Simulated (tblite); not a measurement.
# C2H7ClSi2: the cost of one run

Programs: tblite 0.8.0 and PySCF 2.14.0, with density-fitted response routines of our own. Each step states its level of theory. These are calculated values for one molecule in the gas phase, unless marked as measured. Atoms are numbered from 0 throughout.

**1. The molecule as given**

12 atoms, charge 0, multiplicity 1; geometry from: force field or distance geometry start.

Bonds of the start (Å): Si0–C1 1.89, C1–Cl2 1.77, C1–C3 1.49, C3–Si4 1.91, Si4–C1 1.85, Si0–H5 1.48, Si0–H6 1.49, Si0–H7 1.49, C3–H8 1.08, C3–H9 1.07, Si4–H10 1.48, Si4–H11 1.48.

**2. Geometry optimisation with GFN2-xTB**

The job: settings as JSON, then the geometry in Å.

```
{"job": {"kind": "relax", "xc": "GFN2-xTB", "basis": "xTB"}, "charge": 0, "multiplicity": 1}
Si     1.572100     0.401600    -0.654100
C      0.078200    -0.630400    -0.144000
Cl     0.372600    -2.379500    -0.151700
C     -1.300700    -0.147000    -0.437000
Si    -0.727300     0.039000     1.378100
H      2.033300     0.021300    -2.009900
H      1.215900     1.852200    -0.693100
H      2.686100     0.238100     0.316700
H     -2.096500    -0.876700    -0.535300
H     -1.468600     0.791200    -0.920300
H     -1.637900    -0.806800     2.181200
H     -0.726100     1.496300     1.643300
```

The run is started by

```sh
> OMP_NUM_THREADS=1 python probes_run.py task.json out
```

One launch serves the whole session: the jobs run in the order shown.

Q: Estimate the wall time and peak memory of this first job on 1 thread of AMD EPYC, shared host.

About 1.6 s, with a peak of 0.18 GiB.
